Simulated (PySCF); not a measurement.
# C3H12Ge3 (cyclo-(H2GeCH2)3): the cost of one run

Programs: PySCF 2.14.0, with density-fitted response routines of our own. Each step states its level of theory. These are calculated values for one molecule in the gas phase, unless marked as measured. Atoms count from 0, in the outputs and in this text.

### 1 The starting structure

18 atoms, charge 0, multiplicity 1; geometry from: GFN2-xTB. The atoms were then displaced at random by about 0.03 Å, so the start is not that level's minimum.

Bonds of the start (Å): Ge0–H1 1.55, Ge0–H2 1.43, Ge0–C3 1.95, Ge0–C11 1.94, C3–Ge4 1.97, C3–H12 1.22, C3–H13 1.14, Ge4–H5 1.54, Ge4–H6 1.47, Ge4–C7 1.98, C7–Ge8 1.97, C7–H14 1.15, C7–H15 1.06, Ge8–H9 1.52, Ge8–H10 1.52, Ge8–C11 1.94, C11–H16 1.06, C11–H17 1.09.

### 2 Relaxing the molecule at PBE0-D3(BJ)/def2-SVP

The job: settings as JSON, then the geometry in Å.

```
{"job": {"xc": "PBE0", "basis": "def2-SVP", "d3": "d3bj", "grid": 1, "maxiter": 40, "shake": 0.03, "kind": "geom"}, "charge": 0, "multiplicity": 1}
Ge     0.322390    -0.033420     1.935860
H      0.412100     1.265150     2.771480
H      0.275990    -1.134190     2.851110
C     -1.408550     0.063530     1.035740
Ge    -1.439710     0.946160    -0.727630
H     -0.928920     2.387110    -0.523430
H     -2.789280     1.100270    -1.287240
C     -0.209990    -0.003630    -1.955530
Ge     1.183280    -0.984000    -0.960070
H      0.710870    -2.397190    -0.636490
H      2.341070    -1.195830    -1.923410
C      1.755100    -0.046310     0.633910
H     -2.320770     0.571280     1.667480
H     -1.890910    -0.962190     0.914920
H     -0.864670    -0.761110    -2.514610
H      0.175480     0.726210    -2.627550
H      2.605230    -0.505330     1.059250
H      2.014980     0.980420     0.363950
```

Command:

```console
> OMP_NUM_THREADS=1 python probes_run.py task.json out
```

One launch serves the whole session: the jobs run in the order shown.

Q: Estimate the wall time and peak memory of this first job on 1 thread of Arm Neoverse V1, shared host.

About 3.7 min, with a peak of 1.1 GiB.
